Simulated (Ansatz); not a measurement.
# C7H7: the cost of one run

Program: Ansatz 0.2.0. Level of theory: the levels named in each step. These are calculated values, not measurements.

## (1) The system as given

Bond lengths: C1–C2 1.210 Å, C2–C3 1.379 Å, C3–C4 1.402 Å, C4–C5 1.359 Å, C5–C6 1.494 Å, C3–C7 1.504 Å, C6–C7 1.539 Å, C1–H8 1.049 Å, C4–H9 1.076 Å, C5–H10 1.075 Å, C6–H11 1.095 Å, C6–H12 1.093 Å, C7–H13 1.093 Å, C7–H14 1.093 Å. Angles (14 of 23 angles, heavy atoms first): C1–C2–C3 179.6°, C2–C3–C4 126.8°, C2–C3–C7 123.8°, C4–C3–C7 109.5°, C3–C4–C5 111.0°, C4–C5–C6 111.1°, C5–C6–C7 104.2°, C3–C7–C6 104.2°, C2–C1–H8 179.5°, C3–C4–H9 123.6°, C5–C4–H9 125.5°, C4–C5–H10 126.4°, C6–C5–H10 122.5°, C5–C6–H11 111.1°.

As a file:

```xyz
14

C     2.8851    0.5624   -0.2020
C     1.6970    0.3512   -0.1091
C     0.3446    0.1012   -0.0079
C    -0.6272    0.9514    0.5392
C    -1.8612    0.3848    0.4741
C    -1.8006   -0.9671   -0.1594
C    -0.3102   -1.1654   -0.4866
H     3.9127    0.7547   -0.2825
H    -0.4056    1.9205    0.9517
H    -2.7803    0.8178    0.8245
H    -2.4243   -1.0101   -1.0580
H    -2.1751   -1.7361    0.5212
H     0.1100   -2.0366    0.0226
H    -0.1392   -1.3105   -1.5568
```

## (2) A rough first relaxation, PBE-D4/def2-SVP

File input.yaml:

```yaml
crystal:
  periodic: [false, false, false]
  atoms:
    - { symbol: C, position_ang: [2.88505, 0.5624, -0.20196] }
    - { symbol: C, position_ang: [1.69697, 0.35116, -0.10915] }
    - { symbol: C, position_ang: [0.34462, 0.10121, -0.00794] }
    - { symbol: C, position_ang: [-0.62724, 0.95135, 0.53922] }
    - { symbol: C, position_ang: [-1.86124, 0.38477, 0.47406] }
    - { symbol: C, position_ang: [-1.80059, -0.96713, -0.15941] }
    - { symbol: C, position_ang: [-0.31017, -1.16544, -0.48662] }
    - { symbol: H, position_ang: [3.91268, 0.75466, -0.28247] }
    - { symbol: H, position_ang: [-0.40564, 1.92053, 0.95171] }
    - { symbol: H, position_ang: [-2.78031, 0.81778, 0.82448] }
    - { symbol: H, position_ang: [-2.42428, -1.0101, -1.05804] }
    - { symbol: H, position_ang: [-2.17512, -1.73612, 0.52116] }
    - { symbol: H, position_ang: [0.10997, -2.03658, 0.02262] }
    - { symbol: H, position_ang: [-0.13922, -1.31047, -1.55678] }
total_charge: 1
basis:
  gaussian: { orbitals: def2-SVP }
hamiltonian:
  xc: pbe
  dispersion: d4
relax:
  f_tol: 0.03
  max_steps: 200
```

The run is started by

```sh
$ ansatz run input.yaml --threads 4 --pin off --max-ram 10240MiB --backend cpu --events-out ev --progress --plain --runs-dir out
```

What time and memory should one allow on 4 threads of Intel Xeon at 2.50GHz (Skylake/Cascade Lake), shared host?

About 19 s, with a peak of 0.19 GiB.
